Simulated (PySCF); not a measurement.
# BeC (triplet): the SCF solver's settings

The same problem is solved with other solver options, one edit a run.

Program: PySCF 2.14.0. Level of theory: method and basis as typed in the scripts. These are calculated values, not measurements.

3 further runs of the same task are left out: 3 that didn't finish.

**1. The starting structure**

BeC (triplet): 2 atoms, charge 0, spin multiplicity 3.

Bond lengths: Be1–C2 1.503 Å.

**2. The run that the others are compared with**

input.py reads:

```python
from pyscf import gto, scf, mp

mol = gto.M(
    atom='Be 0 0 0; C 0 0 1.503',
    basis='cc-pvtz',
    charge=0,
    spin=2,
    verbose=4,
)
mf = scf.UHF(mol)
mf = mf.density_fit(auxbasis='def2-universal-jkfit')
mf.kernel()
mp.MP2(mf, frozen=1).kernel()
mf.dip_moment()
print('orbital energies (hartree):', [e[max(0, n-3):n+3].round(4) for e, n in zip(mf.mo_energy, mol.nelec)])
```

Command:

```console
$ OMP_NUM_THREADS=1 python input.py
```

The log of this run is left out.

It gives: E(SCF) = -52.260860 Eh, 13 cycles, E(MP2) − E(SCF) = -0.16589 Eh, ⟨S²⟩ = 2.011, μ = 5.20 D (of the SCF density).

The bond length is a typed value, not an optimised one. The triplet is typed in the script; nothing here shows that it is the ground state.

**3. Point-group symmetry on**

Edit 1 changes point-group symmetry: off → on.

input.py reads:

```python
from pyscf import gto, scf, mp

mol = gto.M(
    atom='Be 0 0 0; C 0 0 1.503',
    basis='cc-pvtz',
    charge=0,
    spin=2,
    symmetry=True,
    verbose=4,
)
mf = scf.UHF(mol)
mf = mf.density_fit(auxbasis='def2-universal-jkfit')
mf.kernel()
mp.MP2(mf, frozen=1).kernel()
mf.dip_moment()
print('orbital energies (hartree):', [e[max(0, n-3):n+3].round(4) for e, n in zip(mf.mo_energy, mol.nelec)])
```

Command:

```console
$ OMP_NUM_THREADS=1 python input.py
```

**4. DIIS space 4**

Edit 2 changes DIIS space: default → 4.

Edit input.py of step 2 so:

```diff
@@ -11,2 +11,3 @@
 mf = mf.density_fit(auxbasis='def2-universal-jkfit')
+mf.diis_space = 4
 mf.kernel()
```

**5. Damping 0.8**

Edit 3 changes damping: none → 0.8.

Edit input.py of step 2 so:

```diff
@@ -11,2 +11,4 @@
 mf = mf.density_fit(auxbasis='def2-universal-jkfit')
+mf.damp = 0.8
+mf.diis_start_cycle = 8
 mf.kernel()
```

Q: Predict the outcome of this session. Wanted: for each run, E(SCF); from base; gap, α spin; SCF dipole; after the SCF.

As calculated:

```csv
run,E(SCF) (hartree),from base (eV),cycles,"gap, α spin (eV)",SCF dipole (D),after the SCF
base,-52.260860,0,13,8.17,5.20,"MP2 correlation -4.514 eV, core frozen"
point-group symmetry on,-52.260860,0.0000,13,8.17,5.20,"MP2 correlation -4.514 eV, core frozen"
DIIS space 4,-52.260860,0.0000,27,8.17,5.20,"MP2 correlation -4.514 eV, core frozen"
damping 0.8,-52.260860,0.0000,20,8.17,5.20,"MP2 correlation -4.514 eV, core frozen"
```

Distance from each run's final energy (log10 hartree) by cycle:

```csv
run,cycle 1,cycle 2,cycle 3,cycle 5,cycle 8,cycle 12
base,-1.4,-2.1,-2.9,-2.4,-3.9,-9.1
point-group symmetry on,-1.4,-2.1,-2.9,-2.4,-3.9,-9.1
DIIS space 4,-1.4,-2.1,-2.9,-2.4,-3.7,-4.8
damping 0.8,-1.4,-1.7,-1.8,-2.1,-3.0,-3.5
```

What this shows: With point-group symmetry on or DIIS space 4 or damping 0.8 the SCF ends at the base energy. The base needs 13 cycles and the run with DIIS space 4 needs 27.
